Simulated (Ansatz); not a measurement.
# Te3Pb4Se: the cost of one run

Method: DFT PBE, scalar-relativistic, plane waves, PAW, in Ansatz 0.2.0.

1 further run of the same task is left out (set aside as unsound or not needed).

## 1. The system as given

The structure is cubic, space group Pm-3m (No. 221). Conventional cell: a = 6.492 Å, b = 6.492 Å, c = 6.492 Å, α = 90.00°, β = 90.00°, γ = 90.00°. Te (site symmetry 4/mmm) has 6 Pb at 3.25 Å as nearest neighbours. Pb (site symmetry 4/mmm) is surrounded by 4 Te at 3.25 Å and 2 Se at 3.25 Å. Pb (site symmetry m-3m) has 6 Te at 3.25 Å as nearest neighbours. Se (site symmetry m-3m) has 6 Pb at 3.25 Å as nearest neighbours.

Structure file:

```cif
data_structure
_symmetry_space_group_name_H-M 'P 1'
_symmetry_Int_Tables_number 1
_cell_length_a 6.4918
_cell_length_b 6.4918
_cell_length_c 6.4918
_cell_angle_alpha 90.000
_cell_angle_beta 90.000
_cell_angle_gamma 90.000
_cell_volume 273.58
loop_
_atom_site_label
_atom_site_type_symbol
_atom_site_fract_x
_atom_site_fract_y
_atom_site_fract_z
_atom_site_occupancy
Te1 Te 0.50000 0.00000 0.00000 1
Te2 Te 0.00000 0.00000 0.50000 1
Te3 Te 0.00000 0.50000 0.00000 1
Pb1 Pb 0.00000 0.50000 0.50000 1
Pb2 Pb 0.50000 0.50000 0.00000 1
Pb3 Pb 0.00000 0.00000 0.00000 1
Pb4 Pb 0.50000 0.00000 0.50000 1
Se1 Se 0.50000 0.50000 0.50000 1
```

It is the end of an earlier relaxation with the same method, from a generated guess; it needn't be the stable form of this composition. At a tolerance of 0.02 Å it has space group Pm-3m (No. 221); it has 34.20 Å³/atom, an uncorrected energy of -0.42 eV/atom over the elements.

## 2. Electronic structure at the relaxed geometry

The input, input.yaml:

```yaml
crystal:
  lattice:
    - [6.4917536291, 0.0, 0.0]
    - [0.0, 6.4917536291, 0.0]
    - [0.0, 0.0, 6.4917536291]
  atoms:
    - { symbol: Te, position: [0.5, 0.0, 0.0] }
    - { symbol: Te, position: [0.0, 0.0, 0.5] }
    - { symbol: Te, position: [0.0, 0.5, 0.0] }
    - { symbol: Pb, position: [0.0, 0.5, 0.5] }
    - { symbol: Pb, position: [0.5, 0.5, 0.0] }
    - { symbol: Pb, position: [0.0, 0.0, 0.0] }
    - { symbol: Pb, position: [0.5, 0.0, 0.5] }
    - { symbol: Se, position: [0.5, 0.5, 0.5] }
basis:
  ecutwfc: 420
kpoints:
  mp_grid: { grid: [6, 6, 6] }
  band_path:
    path:
      - [[0.0, 0.0, 0.0], [0.0, 0.5, 0.0], [0.5, 0.5, 0.0], [0.0, 0.0, 0.0], [0.5, 0.5, 0.5], [0.0, 0.5, 0.0]]
      - [[0.5, 0.5, 0.5], [0.5, 0.5, 0.0]]
    npoints: 14
hamiltonian:
  xc: pbe
scf:
  occupations: { method: gaussian, width: 0.01 }
  n_extra_bands: 20
output:
  forces: true
  stress: true
  eigenvalues: true
  populations: true
  dos: { projected: true, de: 0.02, nscf_kmesh: { grid: [8, 8, 8] } }
  bader: true
  write_density: true
  write_potential: true
  elf: true
  volumetric_format: npy
```

Launch:

```bash
> ansatz run input.yaml --threads 1 --pin off --max-ram 2560MiB --backend cpu --events-out ev --progress --plain --runs-dir out
```

Q: Estimate wall time and peak memory on 1 thread of Arm Neoverse V1, shared host.

About 3.2 min, with a peak of 1.2 GiB.
